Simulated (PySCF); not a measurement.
# Yb(NO2)3: other functionals and bases at one geometry

The task here is to estimate one member of a computed series from the others.

Program: PySCF 2.14.0. Level of theory: several levels, as the steps say, no spin–orbit coupling. These are calculated values, not measurements.

4 further runs of the same task are left out: 1 for a known fault of the program, 3 that didn't finish.

## The starting structure

10 atoms, charge 0, spin multiplicity 1.

Bond lengths: Yb1–O2 2.290 Å, Yb1–O3 2.290 Å, Yb1–N4 2.744 Å, Yb1–O5 2.290 Å, Yb1–O6 2.290 Å, Yb1–N7 2.744 Å, Yb1–O8 2.290 Å, Yb1–O9 2.290 Å, Yb1–N10 2.744 Å, O2–N4 1.267 Å, O3–N4 1.267 Å, O5–N7 1.267 Å, O6–N7 1.267 Å, O8–N10 1.267 Å, O9–N10 1.267 Å. Angles: O2–Yb1–O3 54.6°, O2–Yb1–N4 27.3°, O2–Yb1–O5 101.0°, O2–Yb1–O6 134.5°, O2–Yb1–N7 120.1°, O2–Yb1–O8 101.0°, O2–Yb1–O9 119.7°, O2–Yb1–N10 112.7°, O3–Yb1–N4 27.3°, O3–Yb1–O5 119.7°, O3–Yb1–O6 101.0°, O3–Yb1–N7 112.7°, O3–Yb1–O8 134.5°, O3–Yb1–O9 101.0°, O3–Yb1–N10 120.1°, N4–Yb1–O5 112.7°, N4–Yb1–O6 120.1°, N4–Yb1–N7 120.0° and more.

Coordinates:

```xyz
10
charge 0, multiplicity 1
Yb    0.0000    0.0000    0.0000
O     2.0352   -0.1527    1.0387
O     2.0352    0.1526   -1.0387
N     2.7441    0.0000    0.0000
O    -0.8854    1.8389    1.0387
O    -1.1498    1.6862   -1.0387
N    -1.3720    2.3765    0.0000
O    -1.1498   -1.6862    1.0387
O    -0.8854   -1.8389   -1.0387
N    -1.3721   -2.3765    0.0000
```

Formal oxidation states: Yb +3. Each metal's 13 4f electrons lie in its core potential, so multiplicities, spins and levels count the valence alone. An earlier session relaxed this geometry at r2SCAN, Yb lcecp-1-SVP with ECP59, O def2-SVP, N def2-SVP (singlet, point group D3).

At r2SCAN on the finer grid: E = -654.233649 Eh, HOMO -7.58 eV, LUMO -4.45 eV, Mulliken charge on Yb1 +1.24 e, largest force component 0.088 eV/Å. 

Levels to run: HF; PBE; PBE0; revPBE; r2SCAN, TZVP. Hardware: 4 threads of Arm Neoverse V1, shared host.

Set-up of the first run:

File run.py (the lines that set the calculation):

```python
mol = gto.M(atom='''
Yb     0.00000     0.00000     0.00000
O      2.03523    -0.15267     1.03868
O      2.03523     0.15264    -1.03868
N      2.74412    -0.00002     0.00000
O     -0.88539     1.83889     1.03868
O     -1.14981     1.68624    -1.03868
N     -1.37204     2.37649     0.00000
O     -1.14983    -1.68622     1.03868
O     -0.88542    -1.83888    -1.03868
N     -1.37208    -2.37647     0.00000''',
    basis={'Yb': 'lcecp-1-SVP', 'O': 'def2-SVP', 'N': 'def2-SVP'},
    ecp={'Yb': 'lcecp-1-SVP'},
    charge=0, spin=0)
mf = scf.RHF(mol)
mf = mf.density_fit()  # fitting sets: Yb AutoAux, O def2-universal-JKFIT, N def2-universal-JKFIT
mf.conv_tol = 1e-08; mf.max_cycle = 55
mf.kernel(dm0)  # dm0: the density of the relaxed state
```

Launch:

```sh
$ OMP_NUM_THREADS=4 python run.py
```

Steps of the session up to this table: HF; PBE; PBE0; revPBE; r2SCAN, TZVP.

One table of the session follows, with a row left open; its other results are not shown here.

```
                level  HOMO (eV)  gap (eV)  charge on Yb1 (e)  largest force component (eV/Å)
r2SCAN (relaxed here)      -7.58      3.13               1.24                            0.09
                   HF     -13.46     14.34               1.76                            2.97
                  PBE      -7.14      2.69               1.01                            0.70
                 PBE0      -8.94      5.48               1.26                            0.84
               revPBE      -7.08      2.74               1.06                            0.97
         r2SCAN, TZVP          ?         ?                  ?                               ?
```

**Question.** Estimate the row for r2SCAN, TZVP.

**Answer.** HOMO (eV): -7.52; gap (eV): 3.22; charge on Yb1 (e): 1.54; largest force component (eV/Å): 0.32. In the column «HOMO (eV)» it lies between r2SCAN (relaxed here) (-7.58) and PBE (-7.14).

In one basis the HOMO–LUMO gap runs from 2.69 eV (PBE) to 14.34 eV (HF). The largest leftover force, 2.97 eV/Å with HF, stands at a geometry relaxed at another level. With 4f in the core, its levels are missing from HOMO and gap, and its count is fixed, so no charge can pass from the ligands into it. Total energies of different levels can't be compared.
